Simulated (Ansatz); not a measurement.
# CdCo2N2 (C2/m) in Ansatz: notebook, part 2 of 2

Ansatz 0.2.0. Earlier steps stand in the parts before.

## 3. Single point, PBE, collinear spin, antiferromagnetic start

File input.yaml:

```yaml
crystal:
  lattice:
    - [2.6551227765, -1.532112075, 0.0]
    - [2.6551227765, 1.532112075, 0.0]
    - [-1.9130954774, 0.0, 8.2997261586]
  atoms:
    - { symbol: Cd, position: [0.5, 0.5, 0.5] }
    - { symbol: Co, position: [0.6292305, 0.6292305, 0.896765], spin: 3.5 }
    - { symbol: Co, position: [0.3707695, 0.3707695, 0.103235], spin: -3.5 }
    - { symbol: "N", position: [0.721775, 0.721775, 0.152433] }
    - { symbol: "N", position: [0.278225, 0.278225, 0.847567] }
hamiltonian:
  xc: pbe
  pseudopotentials: { kind: paw }
magnetization:
  spin_polarized: true
kpoints:
  mp_grid: { grid: [8, 8, 3] }
scf:
  occupations: { method: fermi_dirac, width: 0.05 }
output:
  forces: true
  stress: true
  eigenvalues: true
```

Potentials or basis: Ansatz PAW.

Started as:

```bash
$ ansatz run input.yaml --threads 2 --pin off --max-ram 5632MiB --backend cpu --events-out ev --progress --plain --runs-dir out
```

The log of the run:

```text
Warning: where an SCF of this run starts from atoms to list the orders of its open shells, Co (site 1, from 0) starts with 3.00 μB on its 3d shell, in the place of the 3.50 μB that the deck gives it: its open shells can hold no more by Hund's first rule. To start from spheres of the given moment, type scf.initial_density.shell_occupations: []
Warning: where an SCF of this run starts from atoms to list the orders of its open shells, Co (site 2, from 0) starts with -3.00 μB on its 3d shell, in the place of the -3.50 μB that the deck gives it: its open shells can hold no more by Hund's first rule. To start from spheres of the given moment, type scf.initial_density.shell_occupations: []
Warning: RAYON_NUM_THREADS=2 ignored (pool sized by the plan → 2); use --threads N
Engine: ansatz 0.2.0, x86_64-unknown-linux-gnu
Pseudopotentials: kind: paw
Pseudopotential: Cd, paw, valence charge 20, recommended cutoff 420 eV (normal), Cd.paw.azcp
Pseudopotential: Co, paw, valence charge 17, recommended cutoff 420 eV (normal), Co.paw.azcp
Pseudopotential: N, paw, valence charge 5, recommended cutoff 420 eV (normal), N.paw.azcp
Functional definition: PBE
  parameter kappa = 0.804
  parameter beta = 0.06672455060314922
  exchange = pbe_x(kappa = kappa, mu = beta*pi^2/3)
  correlation = pbe_c(beta = beta)
Crystal: 5 atoms, lattice volume = 67.526 Å³
Basis set: ecut = 420 eV, 1307 PW (Γ), exchange–correlation on 48×48×120 points (8 copies of the dense FFT grid, shifted against one another)
Bands: 43, of which v1, the nominal top of the filled ones, is band 32 counted from 1 (31 counted from 0)
Symmetry: 2 space group operations
Space group: Cm (ITA 8), of the structure as read, at distance tolerance 4.1e-5 Å
Magnetic group: BNS 12.60 (UNI 67), of the structure as read, at distance tolerance 4.1e-5 Å
k-points: 57 of 192 (time reversal used)
Non-local potential: Cd, projectors of the file, l = 0: 3, l = 1: 2, l = 2: 2, l = 3: 1
Non-local potential: Co, projectors of the file, l = 0: 3, l = 1: 2, l = 2: 3, l = 3: 1
Non-local potential: N, projectors of the file, l = 0: 2, l = 1: 2, l = 2: 1
PAW form: soft (Blöchl's): semilocal exchange-correlation on the pseudo side does not see the compensation charge
[... 37 lines left out ...]
Free energy (F): -19273.393848 eV
Harris-Foulkes:  -19273.393848 eV  (|F-HF|=4.86e-8)
Internal energy: -19273.375808 eV  (E = F + TS)
E sigma→0 (E₀):  -19273.384828 eV
Entropy (-TS):   -0.018040 eV (-3.608 meV/atom)
Fermi energy:    11.967991 eV
--- Per-component energies (eV) ---
  E_band       = -1145.967511
  E_kinetic    = 1666.268640
  E_local      = -12264.285908  (includes V_loc(G=0)·N_el)
  E_nonlocal   = 1034.188479
  E_hartree    = 5375.387596
  E_xc         = -612.617419
  E_vxc        = -781.735694  (∫ρ·V_xc dr)
  E_paw        = -7364.892751  (= ΣΔE_a)
  E_vpaw       = -1551.189323  (= ΣTr[D̂ρ^β])
  E_aug_tail   = 0.000307  (compensation charges beyond the density's cutoff)
  E_ewald      = -7107.424753
  E_smearing   = -0.018040  (= −TS)
  E_closure    = -0.000000  (closes the sum)
  Σ components = -19273.393848   (vs F -19273.393848, Δ=0.00e0)
--- Forces (eV/Å), atoms counted from 1 ---
  atom   1  Cd     0.00000014     0.00000000    -0.00010766
  atom   2  Co     0.00713191    -0.00000000    -0.07226036
  atom   3  Co    -0.00713201     0.00000000     0.07251730
  atom   4  N     -0.00477633     0.00000000    -0.09113481
  atom   5  N      0.00477630    -0.00000000     0.09100959
  max |Σ_I F_I| component: 2.41e-5 eV/Å
--- Stress (GPa, compression-positive) ---
       -1.069209      -0.000000       0.035978
       -0.000000      -1.089990       0.000000
        0.035978       0.000000      -0.148361
  P = ⅓ Tr σ = -0.7692 GPa (-7.692 kbar)
--- Band table (eV; the first three rows and the last of 114) ---
  k-point 0 ↑: bands = ["-90.3904", "-83.7459", "-83.7129", "-51.4530", "-51.4204", "-51.4196", "-47.1041", "-47.1035", "-47.0482", "-47.0468", "-46.9907", "-46.8631", "-4.8419", "-3.9039", "3.1258", "3.5416", "3.5442", "4.0633", "4.0633", "5.2893", "5.8145", "5.8161", "6.1512", "6.1525", "6.4229", "7.7683", "9.4652", "9.4712", "10.3699", "10.8920", "10.8938", "13.2130", "14.5562", "14.7554", "14.7589", "14.8392", "14.8404", "16.0343", "20.2393", "21.6145", "26.0487", "26.2261", "26.2507"]
  k-point 1 ↑: bands = ["-90.3904", "-83.7460", "-83.7129", "-51.4531", "-51.4204", "-51.4196", "-47.1041", "-47.1035", "-47.0482", "-47.0468", "-46.9907", "-46.8632", "-4.8391", "-3.9080", "3.1252", "3.5416", "3.5442", "4.0631", "4.0632", "5.3810", "5.8154", "5.8174", "6.1503", "6.1518", "6.1977", "8.0472", "9.4641", "9.4701", "10.1583", "10.8929", "10.8948", "13.3986", "14.0373", "14.7543", "14.7573", "14.8408", "14.8415", "16.8186", "19.5058", "22.4344", "24.5891", "26.3543", "26.3905"]
  k-point 2 ↑: bands = ["-90.3901", "-83.7445", "-83.7137", "-51.4525", "-51.4254", "-51.4212", "-47.1097", "-47.1064", "-47.0603", "-47.0469", "-46.9796", "-46.8649", "-4.6681", "-3.7902", "3.2359", "3.5095", "3.6584", "3.9527", "4.0443", "5.4130", "5.6868", "5.9436", "5.9770", "6.3024", "6.6125", "7.8940", "9.3834", "9.5220", "10.3829", "10.9004", "11.0595", "13.3208", "14.0553", "14.2830", "14.3257", "14.5817", "14.7160", "16.5320", "20.8002", "21.5662", "24.2690", "24.9515", "25.9802"]
  k-point 56 ↓: bands = ["-90.3879", "-83.7324", "-83.7217", "-51.4553", "-51.4494", "-51.4297", "-47.1420", "-47.1221", "-47.1089", "-47.0474", "-46.9252", "-46.8885", "-3.4570", "-3.1723", "2.9901", "3.4143", "3.9359", "3.9831", "4.3974", "5.1050", "5.2705", "6.5245", "7.1896", "7.4531", "7.4611", "9.1024", "9.7342", "10.1206", "10.5385", "10.8102", "10.8422", "11.4775", "11.8557", "12.3574", "13.1797", "13.2046", "13.4177", "17.3795", "19.4941", "19.8725", "22.0596", "22.2374", "23.0937"]
```

It took 73 s on 2 threads of Intel Xeon Platinum 8259CL at 2.50GHz (Skylake/Cascade Lake), shared host; peak memory 0.69 GiB.

What came out:

* Free energy: -19273.3938 eV
* Pressure: -0.8 GPa
* Largest force: 0.091 eV/Å
* Band gap on the k mesh: none (metal or under the smearing width)
* Net moment: 0.00 μB per cell
* Absolute moment: 0.00 μB per cell

Forces on the atoms (eV/Å):
```
Cd   0.000  0.000  0.000
Co   0.007  0.000 -0.072
Co  -0.007  0.000  0.073
N   -0.005  0.000 -0.091
N    0.005  0.000  0.091
```

Stress tensor (GPa, compression positive):
```
-1.07  0.00  0.04
 0.00 -1.09  0.00
 0.04  0.00 -0.15
```

Caveat: the starting moments collapsed, and a magnetic state may lie lower; the pressure holds a Pulay correction of +0.4 GPa for the finite cutoff; the starting moments weren't kept. With open d or f shells a metallic result of PBE can be an artefact of self-interaction; +U or a hybrid may open a gap.
